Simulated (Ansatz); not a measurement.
# CH6ClSi2, SMILES C[Si]([SiH3])Cl: a geometry optimisation

Run with Ansatz 0.2.0 through its Python package.

`opt_ch6clsi2.py`:
```python
"""Relax the CH6ClSi2 molecule."""

import itertools

import ansatz as az
from ase.data import atomic_numbers, covalent_radii
import numpy as np

BASIS = "6-31G*"
FUNCTIONAL = "pbe"
DISPERSION = "d4"


def main() -> None:
    geometry_ang = [
        ("C", [-0.7375, 1.2717, -0.706]),
        ("Si", [-0.453, -0.4988, -0.7696]),
        ("Si", [1.1636, -1.0375, 0.7261]),
        ("Cl", [-2.1142, -1.4987, -0.374]),
        ("H", [0.1146, 1.8895, -0.9687]),
        ("H", [-1.139, 1.65, 0.2674]),
        ("H", [-1.5264, 1.5979, -1.4431]),
        ("H", [1.5384, -2.4765, 0.6783]),
        ("H", [0.7953, -0.6559, 2.1651]),
        ("H", [2.4414, -0.2929, 0.4273]),
    ]
    system = az.Crystal.molecule()
    for symbol, xyz in geometry_ang:
        system = system.atom(symbol, xyz)

    base = (
        system.calculation()
        .basis(gaussian=BASIS)
        .functional(FUNCTIONAL, dispersion=DISPERSION)
        .spin("collinear", total=1)
    )
    symbols = [site.symbol for site in system.cartesian_sites]
    start = np.array([site.position_ang for site in system.cartesian_sites], dtype=float)
    def progress(event):
        if event["event"] == "relax_step":
            row = event["data"]
            print(f"step {row['step']:3d}  E = {row['lagrangian_ev']:.6f} eV  largest force component {row['allowed_force_max_ev_ang']:.4f} eV/A")


    report = base.relax(force_tolerance=0.01).session().plan().execute(on_event=progress).report
    end = np.array(report["positions_ang"])

    print("reference energy %16.6f eV" % report["reference_energy_ev"])
    print("total energy     %16.6f eV" % report["free_energy_ev"])
    print("occupied orbitals outside the frozen core (up, down):", report["n_occupied"], " frozen:", report["n_frozen"], " virtual:", report["n_virtual"])

    # pairs closer than 1.2 times the sum of covalent radii, before or after
    radius = [covalent_radii[atomic_numbers[s]] for s in symbols]
    span = lambda where, i, j: np.linalg.norm(where[i] - where[j])
    bonded = [(i, j) for i, j in itertools.combinations(range(len(symbols)), 2) if min(span(start, i, j), span(end, i, j)) < 1.2 * (radius[i] + radius[j])]
    print("pair        before    after (A)")
    for i, j in bonded:
        print(f"{symbols[i]}{i}-{symbols[j]}{j}".ljust(10), f"{span(start, i, j):8.4f} {span(end, i, j):8.4f}")
    with open("ch6clsi2_opt.xyz", "w") as handle:
        handle.write(f"{len(symbols)}\nrelaxed CH6ClSi2\n")
        handle.writelines(f"{s:2s} {x:11.6f} {y:11.6f} {z:11.6f}\n" for s, (x, y, z) in zip(symbols, end))


if __name__ == "__main__":
    main()
```

```console
$ python opt_ch6clsi2.py
step   1  E = -29396.454890 eV  largest force component 2.4664 eV/A
step   2  E = -29396.767232 eV  largest force component 1.2502 eV/A
step   3  E = -29396.812386 eV  largest force component 0.3750 eV/A
step   4  E = -29396.819456 eV  largest force component 0.0844 eV/A
step   5  E = -29396.820028 eV  largest force component 0.0125 eV/A
step   6  E = -29396.820238 eV  largest force component 0.0184 eV/A
step   7  E = -29396.820303 eV  largest force component 0.0107 eV/A
step   8  E = -29396.820329 eV  largest force component 0.0066 eV/A
reference energy    -29396.566288 eV
total energy        -29396.820366 eV
occupied orbitals outside the frozen core (up, down): [29, 28]  frozen: 0  virtual: [55, 56]
pair        before    after (A)
C0-Si1       1.7943   1.8974
C0-H4        1.0848   1.1037
C0-H5        1.1188   1.1044
C0-H6        1.1279   1.1024
Si1-Si2      2.2673   2.3531
Si1-Cl3      1.9789   2.1081
Si2-H7       1.4878   1.4991
Si2-H8       1.5336   1.5049
Si2-H9       1.5088   1.5027
```

`ch6clsi2_opt.xyz`, as written:
```text
10
relaxed CH6ClSi2
C    -0.819517    1.384884   -0.761970
Si   -0.397364   -0.464923   -0.767125
Si    1.256216   -1.079669    0.790021
Cl   -2.160064   -1.536248   -0.332030
H     0.089808    1.975694   -0.967482
H    -1.223511    1.689084    0.219787
H    -1.570242    1.618984   -1.534529
H     1.518115   -2.552603    0.693580
H     0.869958   -0.748501    2.206254
H     2.519802   -0.337902    0.456293
```

Total energies depend on the basis set; only differences at equal settings carry meaning. The end point is the stationary point reached from this start; no frequency run checks that it is a minimum, and the basis set is modest. The species is open-shell (spin multiplicity 2). Total less reference energy is the dispersion correction. Wall time of the script: 38 s on 1 thread of Arm Neoverse V2, with other jobs on the host, peak memory 0.23 GiB.
